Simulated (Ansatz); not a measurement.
Working through an equation of state with a fit of Sn, space group I4_1/amd

With the Python package of Ansatz (0.2.0).

Interactive session:
```pycon
>>> import ansatz as az
>>> import numpy as np
>>> from pymatgen.analysis.eos import EOS
>>> FILLING = "fermi_dirac"
>>> WIDTH_EV = 0.1
>>> SCF_TOL = 1e-10
>>> CUTOFF = 500
>>> KMESH = (10, 10, 10)
>>> VECTORS = np.array([
...     [-2.91964, 2.91964, 1.5938],
...     [2.91964, -2.91964, 1.5938],
...     [2.91964, 2.91964, -1.5938],
... ])
>>> SITES = [
...     ("Sn", (0.0, 0.0, 0.0)),
...     ("Sn", (0.75, 0.25, 0.5)),
... ]
>>> def make_crystal(cell):
...     crystal = az.Crystal(lattice=az.Lattice.of(cell))
...     for symbol, position in SITES:
...         crystal = crystal.atom(symbol, position)
...     return crystal
...
>>> volumes, energies, pressures = [], [], []
>>> for scale in np.linspace(0.92, 1.08, 7):
...     cell = VECTORS * scale ** (1 / 3)
...     calc = (
...         make_crystal(cell).calculation()
...         .occupations(FILLING, width=WIDTH_EV)
...         .scf(tolerance=SCF_TOL)
...         .basis(CUTOFF)
...         .kpoints(*KMESH)
...         .stress()
...     )
...     summary = calc.run().report
...     volumes.append(abs(np.linalg.det(cell)) / len(SITES))
...     energies.append(summary["free_energy_ev"] / len(SITES))
...     pressures.append(np.trace(summary["stress_gpa"]) / 3)
...     print(f"V = {volumes[-1]:8.4f} A^3/atom  F = {energies[-1]:.5f} eV/atom  P = {pressures[-1]:8.3f} GPa")
...
V =  24.9983 A^3/atom  F = -6024.10033 eV/atom  P =    8.338 GPa
V =  25.7229 A^3/atom  F = -6024.13275 eV/atom  P =    6.060 GPa
V =  26.4475 A^3/atom  F = -6024.15562 eV/atom  P =    4.104 GPa
V =  27.1721 A^3/atom  F = -6024.17029 eV/atom  P =    2.422 GPa
V =  27.8966 A^3/atom  F = -6024.17789 eV/atom  P =    0.976 GPa
V =  28.6212 A^3/atom  F = -6024.17941 eV/atom  P =   -0.270 GPa
V =  29.3458 A^3/atom  F = -6024.17570 eV/atom  P =   -1.345 GPa
>>> for form in ["murnaghan", "birch_murnaghan", "pourier_tarantola"]:
...     fit = EOS(eos_name=form).fit(volumes, energies)
...     print(f"{form:18s} V0 {fit.v0:8.4f} A^3/atom  B0 {fit.b0_GPa:7.1f} GPa  B1 {fit.b1:5.2f}")
...
murnaghan          V0  28.4555 A^3/atom  B0    47.1 GPa  B1  4.61
birch_murnaghan    V0  28.4544 A^3/atom  B0    47.0 GPa  B1  4.86
pourier_tarantola  V0  28.4528 A^3/atom  B0    46.8 GPa  B1  5.22
```

A third-order Birch-Murnaghan fit through the 7 points has its minimum at 28.45 Å³ an atom, 4.7 % above the typed cell, with a bulk modulus of 47 GPa and dB/dP = 4.9. From that minimum the energy rises by 79.2 meV an atom on the compressed side and 3.9 meV on the expanded side. The window is off centre, so dB/dP is rough.

Notes:
- Total energies depend on the potentials; only differences at equal settings carry meaning.
- Shape and fractional positions are held along the curve, so the bulk modulus is an upper value where they are free to relax.
- Pressure is positive in compression.
- No functional is typed, so the default, PBE, holds.
- Timing: 59 s on 1 thread of Arm Neoverse V1 (shared host), peak memory 0.54 GiB.
